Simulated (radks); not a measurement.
# Valence configurations of K

Aim: which of several valence configurations of K lies lowest at this level, and whether it is the one NIST lists ([Ar] 4s1).

The numbers are computed with radks (a radial shooting solver on a logarithmic mesh, Libxc functionals) version 1 (non-relativistic Kohn-Sham, LDA (Slater exchange, Perdew-Wang correlation), spin-polarised, spherical densities, point nucleus; open shells are filled with parallel spins first), except any that are marked as measured or tabulated.

## (1) Starting point

* element: potassium (Z = 19)
* charge: 0
* electrons: 19
* configuration: [Ar] 4s1
* others tried: 4p1; 3d0.5 4s0.5; 3d1; 4s0.5 4p0.5

The outer shells:

K
```
[Ar] core
4s [↑ ]
```

## (2) [Ar] 4s1

Input:

```text
Z 19
configuration [Ar] 4s1
relativity non-relativistic
functional lda,pw
spin polarised
nucleus point
```

## (3) [Ar] 4p1

Input:

```text
Z 19
configuration [Ar] 4p1
relativity non-relativistic
functional lda,pw
spin polarised
nucleus point
```

## (4) [Ar] 3d0.5 4s0.5

Input:

```text
Z 19
configuration [Ar] 3d0.5 4s0.5
relativity non-relativistic
functional lda,pw
spin polarised
nucleus point
```

## (5) [Ar] 3d1

Input:

```text
Z 19
configuration [Ar] 3d1
relativity non-relativistic
functional lda,pw
spin polarised
nucleus point
```

## (6) [Ar] 4s0.5 4p0.5

Input:

```text
Z 19
configuration [Ar] 4s0.5 4p0.5
relativity non-relativistic
functional lda,pw
spin polarised
nucleus point
```

What does the calculation give? Wanted: for each run, valence; E − E(NIST configuration); moment; highest level; its energy; 1s shift.

As calculated:

```csv
valence,E − E(NIST configuration) (eV),moment (μB),highest level,its energy (eV),1s shift (eV)
4s1,0.000,1,4s up,-2.616,+0.00
4s0.5 4p0.5,0.821,1,4p up,-1.287,-0.75
3d0.5 4s0.5,1.291,1,3d up,-0.452,-0.86
4p1,1.652,1,4p up,-1.535,-1.47
3d1,2.566,1,3d up,-0.677,-1.40
```

What this shows: The NIST configuration is the lowest of those tried, 0.821 eV under 4s0.5 4p0.5. The energies are those of spherical high-spin densities, not of single terms. The 1s eigenvalue shifts by up to 1.47 eV as the valence charge is rearranged.
